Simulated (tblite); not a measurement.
# C4H9NO3Si: the cost of one run

The runs use tblite 0.8.0 and PySCF 2.14.0, with density-fitted response routines of our own; the level of theory stands in each step. All values are computed, except where a source is named. Atoms count from 0, in the outputs and in this text.

## (1) Starting geometry

18 atoms, charge 0, multiplicity 1; geometry from: force field or distance geometry start.

Bonds of the start (Å): C0–O1 1.43, O1–C2 1.42, C2–C3 1.57, C3–Si4 1.85, Si4–C5 1.89, C5–N6 1.36, C5–O7 1.21, Si4–O8 1.67, O8–C2 1.46, C0–H9 1.10, C0–H10 1.08, C0–H11 1.10, C2–H12 1.10, C3–H13 1.09, C3–H14 1.09, Si4–H15 1.49, N6–H16 1.02, N6–H17 1.02.

## (2) Optimising the geometry with GFN2-xTB

What the job is given:

```
{"job": {"kind": "relax", "xc": "GFN2-xTB", "basis": "xTB"}, "charge": 0, "multiplicity": 1}
C      2.663300    -0.674700     1.449300
O      2.313400    -0.101900     0.182300
C      0.935700    -0.186400    -0.171600
C      0.569700     0.600600    -1.481300
Si    -0.897700     1.153000    -0.493500
C     -2.500100     0.178800    -0.747100
N     -3.065100    -0.480100     0.305600
O     -2.968100     0.156900    -1.866100
O      0.064900     0.556300     0.733500
H      2.342500    -1.721800     1.493600
H      3.736000    -0.618900     1.575000
H      2.173300    -0.113500     2.259600
H      0.611700    -1.238600    -0.210100
H      0.375500    -0.038300    -2.344800
H      1.279500     1.385000    -1.742800
H     -1.049600     2.628300    -0.345300
H     -2.670700    -0.474200     1.245800
H     -3.923000    -1.004200     0.146000
```

Run with:

```sh
OMP_NUM_THREADS=1 python probes_run.py task.json out
```

The driver reads the jobs from task.json and runs them one after another.

Q: Estimate the wall time of this first job on 1 thread of Intel Xeon at 2.70GHz, shared host.

About 1.6 s.
